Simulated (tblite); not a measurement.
# C5H6BNO3: the cost of one run

Computed with tblite 0.8.0 and PySCF 2.14.0, with density-fitted response routines of our own, on a single molecule in the gas phase. Atoms count from 0, in the outputs and in this text.

## 1. Starting geometry

16 atoms, charge 0, multiplicity 1; geometry from: force field or distance geometry start.

Bonds of the start (Å): N0–C1 1.17, C1–C2 1.44, C2–C3 1.33, C3–B4 1.56, B4–O5 1.48, B4–O6 1.46, C3–C7 1.50, C7–C8 1.53, C8–O9 1.43, O9–C2 1.42, O5–H10 0.99, O6–H11 1.00, C7–H12 1.12, C7–H13 1.09, C8–H14 1.11, C8–H15 1.09.

## 2. Optimising the geometry with GFN2-xTB

The job: settings as JSON, then the geometry in Å.

```
{"job": {"kind": "relax", "xc": "GFN2-xTB", "basis": "xTB"}, "charge": 0, "multiplicity": 1}
N      1.356000     3.057000    -1.053800
C      0.620900     2.235500    -0.675500
C     -0.253600     1.209900    -0.166500
C      0.075200    -0.043900     0.114600
B      1.469000    -0.728000     0.015000
O      1.848600    -1.556300    -1.145100
O      2.501700    -0.192900     0.895100
C     -1.136400    -0.781100     0.614600
C     -2.190400     0.030700    -0.144700
O     -1.643800     1.332400     0.108000
H      2.759100    -1.348600    -1.466800
H      2.244100    -0.494100     1.807800
H     -1.246700    -0.544600     1.699800
H     -1.151000    -1.844300     0.363100
H     -2.051600    -0.226900    -1.213500
H     -3.208600    -0.095900     0.236500
```

On the command line:

```sh
$ OMP_NUM_THREADS=1 python probes_run.py task.json out
```

One launch serves the whole session: the jobs run in the order shown.

Q: Estimate the wall time and peak memory of this first job on 1 thread of Arm Neoverse N1, shared host.

About 1.6 s, with a peak of 0.18 GiB.
